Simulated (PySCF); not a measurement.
# GeO: bond curves at several levels of theory

One table from this session's results is given with a row withheld; the runs are named, their logs left out.

Method: Ge def2-TZVPPD, O def2-TZVPPD, no relativity; program: PySCF 2.14.0.

Set-up of the first run:

Settings of the job:

* atoms: Ge, O
* charge: 0
* basis: Ge def2-TZVPPD, O def2-TZVPPD
* Hamiltonian: no relativity
* basis functions: 94
* electrons treated: 40
* masses in u: 73.9212, 15.9949
* levels: PBE0, PBE, r²SCAN, TPSSh, PW91, M06-L, B3LYP, BLYP, ωB97M-V, HF, MP2, SCS-MP2, CCSD, CCSD(T)
* grid: 80 radial by 434 angular points
* occupations: held fixed by the projection of orbital angular momentum
* dissociation limit: Ge + O, each in its ground configuration
* starting distance in angstrom: 1.760
* values of 2S to try: 0, 2, 4

On the command line:

```sh
$ OMP_NUM_THREADS=2 python dia.py task.json out
```

Steps of the session up to this table: Set-up; PBE0 along the bond; Higher solutions at PBE0; PBE (GGA); r²SCAN; TPSSh (hybrid meta-GGA); PW91 (GGA); M06-L (meta-GGA); B3LYP; BLYP (GGA); ωB97M-V; RHF (mean field); Adding correlation.

One table of the session follows, with a row left open; its other results are not shown here.

| level | Re (Å) | ωe (cm⁻¹) | De (eV) |
| --- | --- | --- | --- |
| RHF | 1.594 | 1134 | 3.20 |
| RHF-MP2 | 1.646 | 950 | 7.41 |
| RHF-SCS-MP2 | 1.642 | 965 | 7.15 |
| RHF-CCSD | 1.623 | 1032 | 6.36 |
| RHF-CCSD(T) | 1.638 | 977 | 6.78 |
| PBE | 1.648 | 955 | 7.35 |
| PW91 | 1.646 | 957 | 7.39 |
| BLYP | 1.656 | 936 | 7.28 |
| r²SCAN | ? | ? | ? |
| M06-L | 1.635 | 992 | 6.99 |
| TPSSh | 1.633 | 998 | 6.71 |
| B3LYP | 1.633 | 999 | 6.82 |
| PBE0 | 1.623 | 1026 | 6.62 |
| ωB97M-V | 1.621 | 1042 | 6.82 |

**Question.** Estimate the row for r²SCAN.

As computed: Re (Å): 1.629; ωe (cm⁻¹): 1005; De (eV): 6.92. In the column «Re (Å)» it lies between PBE0 (1.623) and TPSSh (1.633).

De is counted to Ge + O in their ground configurations. A positive dipole means Ge(−)O(+).

Time per point (s) on 2 threads of Intel Xeon Platinum 8259CL at 2.50GHz, shared host (CPU time, shared integrals of 2.1 s apart; correlated levels include their reference; CCSD comes with the CCSD(T) run); the times are rough: RHF 0.98, RHF-MP2 1.6, RHF-SCS-MP2 1.6, RHF-CCSD(T) 31, PBE 2.3, PW91 2.4, BLYP 1.5, r²SCAN 2.9, M06-L 2.9, TPSSh 3.8, B3LYP 3.4, PBE0 5.7, ωB97M-V 13.

Caveats from the session: Lowest PBE0 solution found, without spin–orbit coupling: ¹Σ⁺ (singlet), closed shell. T1 is 0.025 near the minimum (highest on the curve 0.043), which may point to more than one leading configuration. Warnings in the runs' records: inverted.
